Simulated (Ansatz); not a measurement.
# Cl2FH3Si2: small, medium and large basis sets

An exercise on one series of results from a longer session: the logs are not shown, and one member is left open.

Computed with Ansatz 0.2.0, Gaussian basis. Level: one geometry, several basis sets.

Plan: PBE0-D4/def2-SVP; ωB97M-V/def2-SVP; PBE0-D4/def2-QZVPP; ωB97M-V/def2-QZVPP; the functionals' def2-TZVPP values are taken from earlier runs.

## Structure used throughout

An earlier PBE0-D4 in a triple-zeta def2 set relaxation fixed the geometry.

SMILES `F[Si]([SiH3])(Cl)Cl`, 8 atoms, charge 0, spin multiplicity 1.

Atoms are counted from 1 here; the program's logs count them from 0.

Bond lengths: F1–Si2 1.589 Å, Si2–Si3 2.331 Å, Si2–Cl4 2.038 Å, Si2–Cl5 2.038 Å, Si3–H6 1.484 Å, Si3–H7 1.484 Å, Si3–H8 1.484 Å. Angles: F1–Si2–Si3 111.2°, F1–Si2–Cl4 107.1°, F1–Si2–Cl5 107.1°, Si3–Si2–Cl4 111.2°, Si3–Si2–Cl5 111.2°, Cl4–Si2–Cl5 108.8°, Si2–Si3–H6 107.8°, Si2–Si3–H7 109.0°, Si2–Si3–H8 109.0°, H6–Si3–H7 110.3°, H6–Si3–H8 110.3°, H7–Si3–H8 110.4°.

The first run:

in.yaml

```yaml
crystal:
  periodic: [false, false, false]
  atoms:
    - {symbol: F, position_ang: [-0.243837, -0.202175, -2.243592]}
    - {symbol: Si, position_ang: [-0.540892, 0.449735, -0.825328]}
    - {symbol: Si, position_ang: [0.687155, -0.595661, 0.857827]}
    - {symbol: Cl, position_ang: [-2.544535, 0.274712, -0.494008]}
    - {symbol: Cl, position_ang: [-0.066972, 2.427367, -0.964518]}
    - {symbol: H, position_ang: [0.350223, 0.065931, 2.142661]}
    - {symbol: H, position_ang: [2.134621, -0.444762, 0.565244]}
    - {symbol: H, position_ang: [0.316435, -2.032245, 0.905913]}
basis:
  gaussian: {orbitals: def2-SVP}
hamiltonian: {xc: pbe0, dispersion: d4}
output: {orbitals: {seedname: orbitals}}
```

Steps of the session up to this table: PBE0-D4 in def2-SVP; ωB97M-V in def2-SVP; PBE0-D4 in def2-QZVPP; ωB97M-V in def2-QZVPP.

One of the session's tables, all rows but one given; the rest of the session is left out.

It belongs to the step «Density functionals: the series». 

```
functional       basis  HOMO (eV)
   PBE0-D4    def2-SVP      -8.72
   PBE0-D4  def2-TZVPP      -8.77
   PBE0-D4  def2-QZVPP          ?
   ωB97M-V    def2-SVP     -10.71
   ωB97M-V  def2-TZVPP     -10.79
   ωB97M-V  def2-QZVPP     -10.82
```

Q: Estimate the row for PBE0-D4, def2-QZVPP from the others.

The run gave: HOMO (eV): -8.79. In the column «HOMO (eV)» it lies between ωB97M-V, def2-SVP (-10.71) and PBE0-D4, def2-TZVPP (-8.77).
